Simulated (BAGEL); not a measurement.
**CHClFGeN (SMILES N#[C][GeH]([F])[Cl]) at HF/cc-pVDZ (density fitting with cc-pvqz-jkfit)**

What is the energy change on altering one bond length of CHClFGeN at HF/cc-pVDZ (density fitting with cc-pvqz-jkfit)? 

Program for the calculation: BAGEL 1.2.2.

8 further runs of the same task are left out: 6 that didn't finish, 2 set aside as unsound or not needed.

### Step 1. The system as given

CHClFGeN has 6 atoms, charge 0, and is taken as a singlet. As SMILES, `N#[C][GeH]([F])[Cl]`. Geometry: relaxed at PBE0-D4/def2-TZVP.

Bond lengths: N1–C2 1.151 Å, C2–Ge3 1.913 Å, Ge3–F4 1.718 Å, Ge3–Cl5 2.113 Å, Ge3–H6 1.520 Å. Angles: N1–C2–Ge3 178.0°, C2–Ge3–F4 105.5°, C2–Ge3–Cl5 108.2°, F4–Ge3–Cl5 107.8°, C2–Ge3–H6 113.0°, F4–Ge3–H6 109.5°, Cl5–Ge3–H6 112.5°.

### Step 2. The energy at HF/cc-pVDZ (density fitting with cc-pvqz-jkfit)

Contents of calc.json:

```json
{ "bagel": [

{
  "title": "molecule",
  "basis": "cc-pvdz.json",
  "df_basis": "cc-pvqz-jkfit",
  "angstrom": true,
  "geometry": [
    { "atom": "N", "xyz": [   -1.036900,   -2.307000,    0.030700 ] },
    { "atom": "C", "xyz": [   -0.544000,   -1.267300,    0.040100 ] },
    { "atom": "Ge", "xyz": [    0.237100,    0.477900,    0.107700 ] },
    { "atom": "F", "xyz": [    1.896000,    0.253800,   -0.276600 ] },
    { "atom": "Cl", "xyz": [   -0.627600,    1.648100,   -1.423900 ] },
    { "atom": "H", "xyz": [    0.117300,    1.130400,    1.475800 ] }
  ]
},
{
  "title": "hf"
},
{
  "title": "print",
  "file": "orbitals.molden",
  "orbitals": true
}

]}
```

The basis set cc-pVDZ is read from a file made from the Basis Set Exchange's data (not shown).

Command:

```
$ BAGEL_NUM_THREADS=1 BAGEL calc.json > calc.out
```

The program printed:

```text
* using 1 threads per process

  ===============================================================
  ===============================================================

  *** Geometry ***

  { "atom" : "N", "xyz" : [     -1.959457,     -4.359598,      0.058015 ] },
  { "atom" : "C", "xyz" : [     -1.028011,     -2.394850,      0.075778 ] },
  { "atom" : "Ge", "xyz" : [      0.448054,      0.903100,      0.203524 ] },
  { "atom" : "F", "xyz" : [      3.582921,      0.479612,     -0.522698 ] },
  { "atom" : "Cl", "xyz" : [     -1.185992,      3.114458,     -2.690781 ] },
  { "atom" : "H", "xyz" : [      0.221665,      2.136146,      2.788858 ] },

  Number of auxiliary basis functions:      735

  Since a DF basis is specified, we compute 2- and 3-index integrals:
    o Being stored without compression. Storage requirement is 0.050 GB

  Number of basis functions:       92
  Number of electrons      :       72

    * METHOD: MOLECULE                             0.45

  *** RHF ***

  === Nuclear Repulsion ===
   429.9881248137

      * DIIS with orbital gradients will be used.

  === RHF iteration (cc-pvdz.json) ===
      0      -2726.94528005          0.01892400           0.15
      1      -2727.06152890          0.01725454           0.13
      2      -2727.25601549          0.00162210           0.17
      3      -2727.25852253          0.00078613           0.13
      4      -2727.25916345          0.00016358           0.13
      5      -2727.25919638          0.00005140           0.13
      6      -2727.25920078          0.00001788           0.13
      7      -2727.25920135          0.00000549           0.13
      8      -2727.25920138          0.00000236           0.13
      9      -2727.25920139          0.00000068           0.16
     10      -2727.25920139          0.00000041           0.15
     11      -2727.25920139          0.00000020           0.13
     12      -2727.25920139          0.00000011           0.13
     13      -2727.25920139          0.00000005           0.13
     14      -2727.25920139          0.00000003           0.13
     15      -2727.25920139          0.00000001           0.13
     16      -2727.25920139          0.00000001           0.13
    * SCF iteration converged.

    * Permanent dipole moment:
           (    0.089180,    -0.986006,    -0.705636) a.u.

    * METHOD: HF                                   2.58

    * METHOD: PRINT                                0.01

  ===============================================================
```

Run time: 3.6 s. Hardware: 1 thread of Intel Xeon 6975P-C (Granite Rapids), shared host; peak memory 0.2 GiB.

### Step 3. The distorted shape, same level

Contents of input.json:

```json
{ "bagel" : [

{
  "title" : "molecule",
  "basis" : "cc-pvdz.json",
  "df_basis" : "cc-pvqz-jkfit",
  "angstrom" : true,
  "geometry" : [
    { "atom" : "N", "xyz" : [      -2.363995,      -2.127723,       0.338134 ] },
    { "atom" : "C", "xyz" : [      -1.871095,      -1.088023,       0.347534 ] },
    { "atom" : "Ge", "xyz" : [      -1.089995,       0.657177,       0.415134 ] },
    { "atom" : "F", "xyz" : [       1.896000,       0.253800,      -0.276600 ] },
    { "atom" : "Cl", "xyz" : [      -1.954695,       1.827377,      -1.116466 ] },
    { "atom" : "H", "xyz" : [      -1.209795,       1.309677,       1.783234 ] }
  ]
},

{ "title" : "hf" },

{ "title" : "print", "file" : "orbitals.molden", "orbitals" : true }

]}
```

The basis set cc-pVDZ is read from a file made from the Basis Set Exchange's data (not shown).

Command:

```
$ BAGEL_NUM_THREADS=1 BAGEL input.json > input.out
```

The program printed:

```text
* using 1 threads per process

  ===============================================================
  ===============================================================

  *** Geometry ***

  { "atom" : "N", "xyz" : [     -4.467303,     -4.020814,      0.638981 ] },
  { "atom" : "C", "xyz" : [     -3.535857,     -2.056065,      0.656744 ] },
  { "atom" : "Ge", "xyz" : [     -2.059792,      1.241885,      0.784490 ] },
  { "atom" : "F", "xyz" : [      3.582921,      0.479612,     -0.522698 ] },
  { "atom" : "Cl", "xyz" : [     -3.693838,      3.453242,     -2.109815 ] },
  { "atom" : "H", "xyz" : [     -2.286181,      2.474931,      3.369824 ] },

  Number of auxiliary basis functions:      735

  Since a DF basis is specified, we compute 2- and 3-index integrals:
    o Being stored without compression. Storage requirement is 0.050 GB

  Number of basis functions:       92
  Number of electrons      :       72

    * METHOD: MOLECULE                             0.45

  *** RHF ***

  === Nuclear Repulsion ===
   378.3906705470

      * DIIS with orbital gradients will be used.

  === RHF iteration (cc-pvdz.json) ===
      0      -2726.58542821          0.02040327           0.15
      1      -2725.85155651          0.03316324           0.14
      2      -2727.00537230          0.00502083           0.15
      3      -2727.03680478          0.00213645           0.14
      4      -2727.04234312          0.00049285           0.14
      5      -2727.04288237          0.00015860           0.14
      6      -2727.04296279          0.00007619           0.14
      7      -2727.04298658          0.00004457           0.14
      8      -2727.04299152          0.00002901           0.14
      9      -2727.04299528          0.00001607           0.15
     10      -2727.04299670          0.00001173           0.15
     11      -2727.04299739          0.00000601           0.14
     12      -2727.04299765          0.00000250           0.14
     13      -2727.04299768          0.00000124           0.14
     14      -2727.04299769          0.00000101           0.14
     15      -2727.04299769          0.00000040           0.14
     16      -2727.04299769          0.00000024           0.14
     17      -2727.04299769          0.00000015           0.14
     18      -2727.04299769          0.00000009           0.14
     19      -2727.04299769          0.00000005           0.15
     20      -2727.04299769          0.00000003           0.14
     21      -2727.04299769          0.00000003           0.14
     22      -2727.04299769          0.00000002           0.14
     23      -2727.04299769          0.00000001           0.14
     24      -2727.04299769          0.00000001           0.14
    * SCF iteration converged.

    * Permanent dipole moment:
           (    2.510390,    -1.234816,    -1.083346) a.u.

    * METHOD: HF                                   3.78

    * METHOD: PRINT                                0.01

  ===============================================================
```

Run time: 4.5 s. Hardware: 1 thread of Intel Xeon 6975P-C (Granite Rapids), shared host; peak memory 0.21 GiB.

### Step 4. Results

At HF/cc-pVDZ (density fitting with cc-pvqz-jkfit):

```
                                                          quantity           value
                                         first shape: total energy  -2727.25920 Eh
                                        first shape: dipole moment          3.09 D
                                          first shape: HOMO energy       -13.42 eV
                                          first shape: LUMO energy         2.23 eV
                                        first shape: HOMO–LUMO gap        15.65 eV
                                     distorted shape: total energy  -2727.04300 Eh
                                    distorted shape: dipole moment          7.63 D
                                      distorted shape: HOMO energy       -10.67 eV
                                      distorted shape: LUMO energy        -2.38 eV
                                    distorted shape: HOMO–LUMO gap         8.29 eV
energy change with the Ge3–F4 bond stretched from 1.718 to 3.092 Å        5.883 eV
```

**Reading.** One bond (distorted shape) is far stretched, which a spin-restricted single reference describes badly; a broken-symmetry solution may lie lower. With the Ge3–F4 bond stretched from 1.718 to 3.092 Å the energy rises by 5.88 eV (136 kcal/mol). The first shape isn't relaxed at this level, so the change isn't measured from a minimum. A restricted reference can't describe the breaking bond well at this length.
